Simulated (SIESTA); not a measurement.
## In3Pt2 under changes of volume

One of the cells (20.596 Å³/atom); the others are scaled copies at fixed shape and fractional positions:

```
CELL_PARAMETERS angstrom
4.60254 0.00000 0.00000
-2.30127 3.98591 0.00000
0.00000 0.00000 5.61331
ATOMIC_POSITIONS crystal
Pt 0.33333 0.66667 0.16283
Pt 0.66667 0.33333 0.83717
In 0.33333 0.66667 0.65033
In 0.66667 0.33333 0.34967
In 0.00000 0.00000 0.00000
```

The cell comes from a database or a generator and needn't be the stable form of this composition.

| Property | Result |
| --- | --- |
| Program | SIESTA 5.4.2 |
| Functional | PBEsol |
| Potentials or basis | PseudoDojo 0.4 standard (PBEsol files) |
| Basis | DZP (energy shift 0.003 Ry; two zetas on semicore shells) |
| Grid cutoff | 800 Ry |
| Energy shift | 0.003 Ry |
| k mesh | 7 × 7 × 5 |
| Occupations | fermi-dirac, width 0.05 eV |
| Spin | no spin polarisation |

```tsv
volume (Å³/atom)	energy over the lowest point (meV/atom)	pressure (GPa)	largest force (eV/Å)
18.980	?	?	?
19.384	7.27	4.5	0.127
19.788	0.00	1.4	0.101
20.596	6.09	-3.6	0.075
20.999	17.91	-5.7	0.086
21.403	34.58	-7.4	0.104
```

Q: What does the run at 18.980 Å³/atom give?

A: Energy over the lowest point 22.70 meV/atom; pressure 7.9 GPa; largest force 0.142 eV/Å.

Worked out: A Birch-Murnaghan fit of order 3 (a polynomial in V^(-2/3)) to the other rows has its minimum at 19.99 Å³/atom with B0 = V·E''(V) = 132 GPa and B' = 5.3 at fixed shape and positions, which overstates the stiffness. It gives 22.71 meV/atom at 18.980 Å³/atom, against the run's 22.70, and -dE/dV = 7.9 GPa, against 7.9.

Energies are extrapolated to zero smearing.

Caveats: short orbitals over semicore shells can move pressures by several GPa; the basis of atomic orbitals isn't converged, which shifts pressures, moduli and gaps.
